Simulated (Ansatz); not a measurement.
**C₂F₈Sn: small, medium and large basis sets**

The task here is to estimate one member of a computed series from the others.

Method: one geometry, several basis sets; program: Ansatz 0.2.0, Gaussian basis.

The runs, in order: PBE0-D4/def2-SVP; ωB97M-V/def2-SVP; PBE0-D4/def2-QZVPP; ωB97M-V/def2-QZVPP; the functionals' def2-TZVPP values are taken from earlier runs.

1 further run of the same task is left out (for a known fault of the program). Runs told in other sessions of the task aren't counted.

### The relaxed structure

The geometry comes from an earlier relaxation with PBE0-D4 in a triple-zeta def2 set; it is a stationary point, not always the lowest conformer. Sn takes the def2 core potential; no spin-orbit term is included.

SMILES `F[C](F)(F)[Sn]([F])([F])[C](F)(F)F`, 11 atoms, charge 0, spin multiplicity 1.

Atoms are counted from 1 here; the program's logs count them from 0.

Bond lengths: F1–C2 1.335 Å, C2–F3 1.329 Å, C2–F4 1.335 Å, C2–Sn5 2.208 Å, Sn5–F6 1.899 Å, Sn5–F7 1.899 Å, Sn5–C8 2.208 Å, C8–F9 1.335 Å, C8–F10 1.335 Å, C8–F11 1.329 Å. Angles: F1–C2–F3 108.2°, F1–C2–F4 108.0°, F1–C2–Sn5 110.5°, F3–C2–F4 108.3°, F3–C2–Sn5 111.2°, F4–C2–Sn5 110.5°, C2–Sn5–F6 107.5°, C2–Sn5–F7 107.5°, C2–Sn5–C8 120.8°, F6–Sn5–F7 105.1°, F6–Sn5–C8 107.5°, F7–Sn5–C8 107.5°, Sn5–C8–F9 110.5°, Sn5–C8–F10 110.5°, Sn5–C8–F11 111.2°, F9–C8–F10 108.0°, F9–C8–F11 108.3°, F10–C8–F11 108.3°.

The first run:

in.yaml

```yaml
crystal:
  periodic: [false, false, false]
  atoms:
    - {symbol: F, position_ang: [-2.206261, 0.121260, 1.278511]}
    - {symbol: C, position_ang: [-1.147062, 0.933676, 1.272805]}
    - {symbol: F, position_ang: [-1.585014, 2.188302, 1.255045]}
    - {symbol: F, position_ang: [-0.474696, 0.741581, 2.409670]}
    - {symbol: Sn, position_ang: [0.141521, 0.513428, -0.470088]}
    - {symbol: F, position_ang: [-0.851958, 0.942734, -2.030972]}
    - {symbol: F, position_ang: [1.573143, 1.761225, -0.435943]}
    - {symbol: C, position_ang: [1.015874, -1.491531, -0.770701]}
    - {symbol: F, position_ang: [0.054080, -2.411457, -0.872457]}
    - {symbol: F, position_ang: [1.794553, -1.822361, 0.261716]}
    - {symbol: F, position_ang: [1.751120, -1.533957, -1.876985]}
basis:
  gaussian: {orbitals: def2-SVP}
hamiltonian: {xc: pbe0, dispersion: d4}
output: {orbitals: {seedname: orbitals}}
```

Started as:

```bash
> ansatz run in.yaml --threads 4 --pin off --events-out ev --progress --plain --max-ram 66560MiB --backend cpu
```

Steps of the session up to this table: PBE0-D4 in def2-SVP; ωB97M-V in def2-SVP; PBE0-D4 in def2-QZVPP; ωB97M-V in def2-QZVPP.

One of the session's tables, all rows but one given; the rest of the session is left out.

It belongs to the step «Density functionals: the series». 

```
functional       basis  HOMO (eV)  LUMO (eV)
   PBE0-D4    def2-SVP      -9.51      -2.12
   PBE0-D4  def2-TZVPP      -9.62      -2.34
   PBE0-D4  def2-QZVPP      -9.65      -2.40
   ωB97M-V    def2-SVP     -11.66      -0.02
   ωB97M-V  def2-TZVPP     -11.81      -0.27
   ωB97M-V  def2-QZVPP          ?          ?
```

Q: Estimate the row for ωB97M-V, def2-QZVPP from the others.

**Answer.** HOMO (eV): -11.84; LUMO (eV): -0.39. In the column «HOMO (eV)» it is the lowest.
